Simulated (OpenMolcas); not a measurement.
# Pd²⁺ with 6 ligands (chloride): CASSCF and CASPT2 levels and susceptibility

Aim: the ligand-field states of Pd²⁺ in this surrounding, its lowest levels with spin-orbit coupling and its magnetic susceptibility.

Program: OpenMolcas 26.06. Level of theory: state-averaged CASSCF and CASPT2, spin-orbit coupling by RASSI with atomic mean-field integrals. These are calculated values, not measurements, unless marked.

## (1) The system

```
Species                           : Pd²⁺ (palladium, Z = 46, 44 electrons)
Basis                             : ANO-RCC-VDZP [6s5p3d1f], 151 functions with the ligands
Scalar Hamiltonian                : DKH2, point nucleus
Inactive shells                   : 1s 2s 2p 3s 3p 3d 4s 4p of the metal, and all ligand shells
Active space                      : 8 electrons in 5 orbitals (4d)
Some configurations of this space : 4d⁸
Orbitals                          : optimised for each spin and parity, averaged over all roots
```

Outer shells as boxes (Hund's rule):

4d8
```
4d [↑↓][↑↓][↑↓][↑ ][↑ ]
```

Pd²⁺ is taken with 6 ligands (chloride) in trigonal prism coordination (D3h) at 2.62 Å, a polar angle of 42.9° against the regular 49.1°. A charge of +0.667 e stands 2.4 Å behind each ligand. Ligand basis ANO-RCC-VDZP. The distances are assumed, not relaxed.

```xyz
7

Pd    0.0000    0.0000    0.0000
Cl    1.7839    0.0000    1.9188
Cl   -0.8920    1.5449    1.9188
Cl   -0.8920   -1.5449    1.9188
Cl    1.7839    0.0000   -1.9188
Cl   -0.8920    1.5449   -1.9188
Cl   -0.8920   -1.5449   -1.9188
```

Each step is its own input file, run in one work folder so that later steps find the files of earlier ones. Labels, J, g values, rates, χT and fits are worked out afterwards by a script from the matrices that RASSI stores.

## (2) Basis and integrals

Contents of a.inp:

```
&GATEWAY
Coord
7

Pd 0.0 0.0 0.0
Cl 1.783937 0.000000 1.918845
Cl -0.891969 1.544935 1.918845
Cl -0.891969 -1.544935 1.918845
Cl 1.783937 0.000000 -1.918845
Cl -0.891969 1.544935 -1.918845
Cl -0.891969 -1.544935 -1.918845
Basis=Pd.ANO-RCC-VDZP,Cl.ANO-RCC-VDZP
Group=NoSym
NoMove
AngMom=0.0 0.0 0.0
AMFI
RICD
XField
6 Angstrom 0
3.418078 0.000000 3.676566 0.666667
-1.709040 2.960143 3.676566 0.666667
-1.709040 -2.960143 3.676566 0.666667
3.418078 0.000000 -3.676566 0.666667
-1.709040 2.960143 -3.676566 0.666667
-1.709040 -2.960143 -3.676566 0.666667
&SEWARD
```

Started as:

```
> OMP_NUM_THREADS=1 MOLCAS_MEM=2457 MOLCAS_PROJECT=a pymolcas a.inp > a.log
```

## (3) Reference wave functions, triplets, 10 roots

Contents of a.inp:

```
&RASSCF
FileOrb=start.orb
Symmetry=1
Spin=3
nActEl=8 0 0
Inactive=72
Ras2=5
CIRoot=10 10 1
SDav=10
CIMx=300
Iter=150 100
PrWF=0.3
OrbListing=Nothing
MaxOrb=0
LevShft=1.0
>>> COPY $Project.JobIph JOB001
```

start.orb holds start orbitals that the driver prepared beforehand, or those of the step before.

## (4) Reference wave functions, singlets, 15 roots

Contents of a.inp:

```
&RASSCF
FileOrb=start.orb
Symmetry=1
Spin=1
nActEl=8 0 0
Inactive=72
Ras2=5
CIRoot=15 15 1
SDav=15
CIMx=300
Iter=150 100
PrWF=0.3
OrbListing=Nothing
MaxOrb=0
LevShft=1.0
>>> COPY $Project.JobIph JOB002
```

## (5) State interaction with spin-orbit coupling

Contents of a.inp:

```
&RASSI
NrOfJobIphs=2 10 15
1 2 3 4 5 6 7 8 9 10
1 2 3 4 5 6 7 8 9 10 11 12 13 14 15
IphNames
JOB001
JOB002
EJob
SpinOrbit
DIPRint=1.0
SOCoupling=1000.0
Subsets=2
Property=9
'ANGMOM' 1 'ANGMOM' 2 'ANGMOM' 3 'MLTPL  1' 1 'MLTPL  1' 2 'MLTPL  1' 3
'AMFI' 1 'AMFI' 2 'AMFI' 3
SOProperty=3
'ANGMOM' 1 'ANGMOM' 2 'ANGMOM' 3
```

## (6) CASPT2: IPEA 0.25, imaginary shift 0.1 (closed shells correlated: 4s 4p of the metal, with ligand shells; the Frozen line counts the rest)

Contents of a.inp:

```
>>> COPY JOB001 $Project.JobIph
&CASPT2
Multistate=10 1 2 3 4 5 6 7 8 9 10
NoMult
Frozen=44
IPEA=0.25
Imaginary=0.1
MaxIter=60
WThr=0.0 0.3 0.05
PrWF=0.5
NoMix
>>> COPY JOB002 $Project.JobIph
&CASPT2
Multistate=15 1 2 3 4 5 6 7 8 9 10 11 12 13 14 15
NoMult
Frozen=44
IPEA=0.25
Imaginary=0.1
MaxIter=60
WThr=0.0 0.3 0.05
PrWF=0.5
NoMix
```

## (7) CASPT2: IPEA 0.5, imaginary shift 0.1 (closed shells correlated: 4s 4p of the metal, with ligand shells; the Frozen line counts the rest)

Edit a.inp of step 6 so:

```diff
@@ -5,3 +5,3 @@
 Frozen=44
-IPEA=0.25
+IPEA=0.5
 Imaginary=0.1
@@ -16,3 +16,3 @@
 Frozen=44
-IPEA=0.25
+IPEA=0.5
 Imaginary=0.1
```

(Steps that only read results are left out.)

Q: Predict the outcome of this session. Wanted: spin-free ground state; first state of the same spin within the active space; lowest level; next level.

The runs gave:

| quantity | value |
| --- | --- |
| method | SS-CASPT2, IPEA 0.25, imaginary shift 0.1 (closed shells correlated: 4s 4p of the metal, with ligand shells; the Frozen line counts the rest) |
| spin-free ground state | 3A2, 1-fold in its orbital part |
| first state of the same spin within the active space | 3A1 at 4640 cm⁻¹ |
| lowest level | 1-fold A1 |
| next level | 381.6 cm⁻¹ |
| χT at 300 K | 1.74 cm³ K/mol |
| effective moment at 300 K | 3.73 μB |

Cost by method:

| method | time of its own steps | time with the reference |
| --- | --- | --- |
| A. CASSCF | 85 s | 85 s |
| B. SS-CASPT2, IPEA 0.25, imaginary shift 0.1, +4s 4p | 5.1 min | 6.5 min |
| C. SS-CASPT2, IPEA 0.5, imaginary shift 0.1, +4s 4p | 4.9 min | 6.3 min |

Times are of one thread on a shared host.

**Reading.** The spin-free ground state (3A2) is 1-fold and keeps the highest spin of the shell. χT at 300 K is 1.74, against 1.00 cm³ K/mol for the spin alone, so orbital moment adds to it. CASPT2 does not keep the components of a term degenerate, and the means are used.
